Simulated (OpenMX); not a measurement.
Hf2Pd2Se2Br2O3:

```
CELL_PARAMETERS angstrom
5.76069 0.00496 -0.00286
-0.52750 5.84664 0.03413
-1.48435 -0.92642 6.64586
ATOMIC_POSITIONS crystal
Hf 0.74540 0.39602 0.34989
Hf 0.28763 0.45322 0.59401
Pd 0.90854 0.13294 0.84849
Pd 0.25249 0.90323 0.35874
Se 0.63469 0.40355 0.93716
Se 0.62597 0.78174 0.53023
Br 0.85273 0.99089 0.15355
Br 0.22526 0.82084 0.86223
O 0.96040 0.28925 0.59026
O 0.43233 0.24524 0.40864
O 0.07457 0.58308 0.36682
```

The cell was built by a generator and needn't be a form met in nature.

Base run:

* Program: OpenMX 3.8.5
* Functional: PBE
* Potentials or basis: OpenMX 2013 PBE set, Hf7.0-s3p2d2f1, Pd7.0-s3p2d2, Se7.0-s3p2d2, Br7.0-s3p2d2, O6.0-s2p2d1, grid cutoff 400 Ry
* k mesh: 5 × 5 × 5
* Occupations: fermi-dirac, width 0.05 eV
* Spin: no spin polarisation

Its results: pressure 0.5 GPa; largest force 0.560 eV/Å.

Question: The run is repeated on the same cell with these changes: functional from PBE to LDA; potentials or basis from OpenMX 2013 PBE set, Hf7.0-s3p2d2f1, Pd7.0-s3p2d2, Se7.0-s3p2d2, Br7.0-s3p2d2, O6.0-s2p2d1, grid cutoff 400 Ry to OpenMX 2013 LDA set, Hf7.0-s3p2d2f1, Pd7.0-s3p2d2, Se7.0-s3p2d2, Br7.0-s3p2d2, O6.0-s2p2d1, grid cutoff 400 Ry. What comes out?

Answer: Pressure -6.8 GPa; largest force 0.897 eV/Å.

Caveats: the basis of atomic orbitals isn't converged, which shifts pressures, moduli and gaps.

Not every run made on this cell is shown here.
